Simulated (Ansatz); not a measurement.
NaLaS2, space group P4/mmm, the levels without and with spin-orbit coupling

Computed with the Ansatz DFT code, driven from Python.

Interactive session:
```pycon
>>> from dataclasses import dataclass
>>> import warnings
>>> import ansatz as az
>>> @dataclass(frozen=True)
... class Options:
...     functional: str = "PBEsol"
...     kgrid: tuple[int, ...] = (4, 4, 3)
...     filling: str = "fixed"
...     tolerance: float = 1e-07
...
>>> opts = Options()
>>> warnings.simplefilter("ignore", az.DeckWarning)
>>> lattice = az.Lattice.of(
...     (4.20197, 0.0, 0.0),
...     (0.0, 4.20197, 0.0),
...     (0.0, 0.0, 5.655611),
... )
>>> sites = [
...     ("Na", (0.0, 0.0, 0.0)),
...     ("La", (0.5, 0.5, 0.5)),
...     ("S", (0.0, 0.0, 0.5)),
...     ("S", (0.5, 0.5, 0.0)),
... ]
>>> cell = az.Crystal(lattice=lattice)
>>> for symbol, position in sites:
...     cell = cell.atom(symbol, position)
...
>>> job = (
...     cell.calculation()
...     .functional(opts.functional)
...     .kpoints(*opts.kgrid)
...     .occupations(opts.filling)
...     .scf(tolerance=opts.tolerance)
...     .band_table()
... )
>>> for label, variant in (("scalar-relativistic", job), ("spin-orbit", job.spin(soc=True))):
...     report = variant.run(threads=1).report
...     zero = report["band_edges_ev"][0] if report.get("band_edges_ev") else report["fermi_energy_ev"]
...     near = [round(e - zero, 3) for e in report["eigenvalues_ev"][0] if abs(e - zero) < 3]
...     print(label)
...     print("  band edges (eV):", [round(e, 3) for e in report.get("band_edges_ev") or []] or "none reported")
...     print("  levels at k =", report["kpoints_frac"][0], "within 3 eV of the zero:", near)
...
scalar-relativistic
  band edges (eV): [5.814, 6.557]
  levels at k = [0.0, 0.0, 0.0] within 3 eV of the zero: [-1.822, -1.276, -1.276, -0.093, -0.047, -0.047, 0.743]
spin-orbit
  band edges (eV): [5.816, 6.555]
  levels at k = [0.0, 0.0, 0.0] within 3 eV of the zero: [-1.829, -1.829, -1.353, -1.353, -1.206, -1.206, -0.101, -0.101, -0.063, -0.063, -0.02, -0.02, 0.74, 0.74]
```

Caveats:
- The computed bands are complete only to about 3.0 eV above the Fermi level.
- Semilocal functionals put the empty 4f levels of La too low, which can move the conduction edge.
- The structure comes from a database of computed cells and needn't be a stable or known phase.
- Levels are Kohn-Sham eigenvalues on this mesh.
- With spin-orbit coupling each level holds one electron and, with inversion or at time-reversal points, comes in pairs; a window in energy can cut a split set.
- By the engine's processor time: 9.2 s on 1 thread of Intel(R) Xeon(R) Processor @ 2.30GHz, on a shared host, peak memory 0.8 GiB.
